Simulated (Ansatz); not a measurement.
**ZrC+ (octet): wave-function methods side by side, def2-TZVPP**

An exercise on one series of results from a longer session: the logs are not shown, and one member is left open.

Computed with Ansatz 0.2.0, Gaussian basis. Level: def2-TZVPP, core rule «outside noble gas», up to 5 orbitals frozen.

The runs, in order: UHF; ROHF; CCSD(T) on UHF.

### The system

The geometry is a PBE0/def2-TZVP stationary point (not a proven minimum) of the parent state, kept for this charge and spin. No spin-orbit coupling is included. Elements past krypton take def2 core potentials.

2 atoms, charge 1, spin multiplicity 8.

Atoms are counted from 1 here; the program's logs count them from 0.

Bond lengths: Zr1–C2 2.091 Å.

As a file:

```
Zr    0.0000    0.0000    0.0000
C     0.0000    0.0000    2.0910
```

The first run:

in.yaml reads:

```yaml
crystal:
  periodic: [false, false, false]
  atoms:
    - {symbol: Zr, position_ang: [0.000000, 0.000000, 0.000000]}
    - {symbol: C, position_ang: [0.000000, 0.000000, 2.091000]}
basis:
  gaussian: {orbitals: def2-TZVPP}
total_charge: 1
magnetization: {spin_polarized: true, initial_magnetization: 7}
hamiltonian: {xc: hf}
output: {orbitals: {seedname: orbitals}}
```

The run is started by

```sh
ansatz run in.yaml --threads 1 --pin off --events-out ev --progress --plain --max-ram 4096MiB --backend cpu
```

Among the steps run: UHF; ROHF; CCSD(T) on UHF.

One table of the session follows, with a row left open; its other results are not shown here.

It belongs to the step «Misses and costs». 

| method | from UCCSD(T) (meV) |
| --- | --- |
| ROHF | +1826.2 |
| UHF | ? |
| UMP2 | +373.4 |
| UCCSD | +27.5 |
| UCCSD(T) | 0 |

**Question.** Estimate the row for UHF.

As computed: from UCCSD(T) (meV): +1695.5. In the column «from UCCSD(T) (meV)» it lies between UMP2 (+373.4) and ROHF (+1826.2).
